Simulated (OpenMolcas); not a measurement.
**Pr³⁺ among point charges: CASSCF and CASPT2 levels and susceptibility**

Aim: the splitting of the states of Pr³⁺ in the field of 6 point charges, its lowest levels with spin-orbit coupling and its magnetic susceptibility.

The numbers are computed with OpenMolcas 26.06 (state-averaged CASSCF and CASPT2, spin-orbit coupling by RASSI with atomic mean-field integrals), except any that are marked as measured or tabulated.

### Step 1. The system

- Species: Pr³⁺ (praseodymium, Z = 59, 56 electrons)
- Basis: ANO-RCC-VTZP [8s7p5d3f2g1h], 104 functions
- Scalar Hamiltonian: DKH2, point nucleus
- Inactive shells: 1s 2s 2p 3s 3p 3d 4s 4p 4d 5s 5p
- Active space: 2 electrons in 7 orbitals (4f)
- Some configurations of this space: 4f2
- Orbitals: optimised for the highest spin of each parity, averaged over all roots

The outer shells:

4f2
```
4f [↑ ][↑ ][  ][  ][  ][  ][  ]
```

The ion sits among 6 point charges of -1 e arranged as a tetragonal octahedron (D4h), 2.78 Å from the ion, with the axial distance 2.863 Å.

The work runs as a chain of OpenMolcas steps in one folder; each step below is one input file. Labels, J, g values, rates, χT and fits are worked out afterwards by a script from the matrices that RASSI stores. The input lists half of the charges; inversion (Group=XYZ) makes the rest.

### Step 2. Basis and integrals

Input file a.inp:

```
&GATEWAY
Coord
1

Pr 0.0 0.0 0.0
Basis=ANO-RCC-VTZP
Group=XYZ
NoMove
AngMom=0.0 0.0 0.0
AMFI
XField
3 Angstrom 0
2.780000 0.000000 0.000000 -1.000000
0.000000 2.780000 0.000000 -1.000000
0.000000 0.000000 2.863400 -1.000000
&SEWARD
```

Launch:

```sh
> OMP_NUM_THREADS=1 MOLCAS_MEM=2252 MOLCAS_PROJECT=a pymolcas a.inp > a.log
```

### Step 3. Reference wave functions, triplets of even parity, 21 roots

Input file a.inp:

```
&RASSCF
FileOrb=start.orb
Symmetry=1
Spin=3
nActEl=2 0 0
Inactive=15 12
Ras2=0 7
CIRoot=21 21 1
SDav=21
CIMx=300
Iter=120 100
PrWF=0.3
OrbListing=Nothing
MaxOrb=0
>>> COPY $Project.JobIph JOB001
```

start.orb holds the contracted functions of the basis, ordered by shell, or the orbitals of the step before.

### Step 4. CASSCF: singlets of even parity, 28 roots

Input file a.inp:

```
&RASSCF
FileOrb=start.orb
Symmetry=1
Spin=1
nActEl=2 0 0
Inactive=15 12
Ras2=0 7
CIRoot=28 28 1
SDav=28
CIMx=300
Iter=120 100
PrWF=0.3
OrbListing=Nothing
MaxOrb=0
CIOnly
>>> COPY $Project.JobIph JOB002
```

### Step 5. RASSI: spin-orbit coupling between the states

Input file a.inp:

```
&RASSI
NrOfJobIphs=2 21 27
1 2 3 4 5 6 7 8 9 10 11 12 13 14 15 16 17 18 19 20 21
1 2 3 4 5 6 7 8 9 10 11 12 13 14 15 16 17 18 19 20 21 22 23 24 25 26 27
IphNames
JOB001
JOB002
EJob
SpinOrbit
DIPRint=1.0
SOCoupling=1000.0
Subsets=2
Property=9
'ANGMOM' 1 'ANGMOM' 2 'ANGMOM' 3 'MLTPL  1' 1 'MLTPL  1' 2 'MLTPL  1' 3
'AMFI' 1 'AMFI' 2 'AMFI' 3
SOProperty=3
'ANGMOM' 1 'ANGMOM' 2 'ANGMOM' 3
```

### Step 6. CASPT2: IPEA 0.25, imaginary shift 0.1 (closed shells correlated: 5s 5p)

Input file a.inp:

```
>>> COPY JOB001 $Project.JobIph
&CASPT2
Multistate=21 1 2 3 4 5 6 7 8 9 10 11 12 13 14 15 16 17 18 19 20 21
NoMult
Frozen=14 9
IPEA=0.25
Imaginary=0.1
MaxIter=60
WThr=0.0 0.3 0.05
PrWF=0.5
NoMix
>>> COPY JOB002 $Project.JobIph
&CASPT2
Multistate=27 1 2 3 4 5 6 7 8 9 10 11 12 13 14 15 16 17 18 19 20 21 22
23 24 25 26 27
NoMult
Frozen=14 9
IPEA=0.25
Imaginary=0.1
MaxIter=60
WThr=0.0 0.3 0.05
PrWF=0.5
NoMix
```

(Steps that only read results are left out.)

What does the calculation give? Wanted: spin-free ground state; first state of the same spin within the active space; lowest level; next level.

As calculated:

| quantity | value |
| --- | --- |
| method | SS-CASPT2, IPEA 0.25, imaginary shift 0.1 (closed shells correlated: 5s 5p) |
| spin-free ground state | 3E, 2-fold in its orbital part |
| first state of the same spin within the active space | 3A2 at 59.6 cm⁻¹ |
| lowest level | 1-fold A1 |
| next level | 43.5 cm⁻¹ |
| χT at 300 K | 1.63 cm³ K/mol |
| effective moment at 300 K | 3.61 μB |

Cost by method:

| method | time of its own steps | time with the reference |
| --- | --- | --- |
| A. CASSCF | 10 s | 10 s |
| B. SS-CASPT2, IPEA 0.25, imaginary shift 0.1, +5s 5p | 24 s | 34 s |

Times are of one thread on a shared host.

In words: The spin-free ground state (3E) comes to 100 % from free-ion H terms and keeps the highest spin of the shell. The singlets rest on orbitals optimised for another spin in at least one step, which raises them against the optimised states. Not all states of the active space went into the spin-orbit step. CASPT2 does not keep the components of a term degenerate, and the means are used. Point charges carry no covalency, so the field is a model and not that of real ligands.
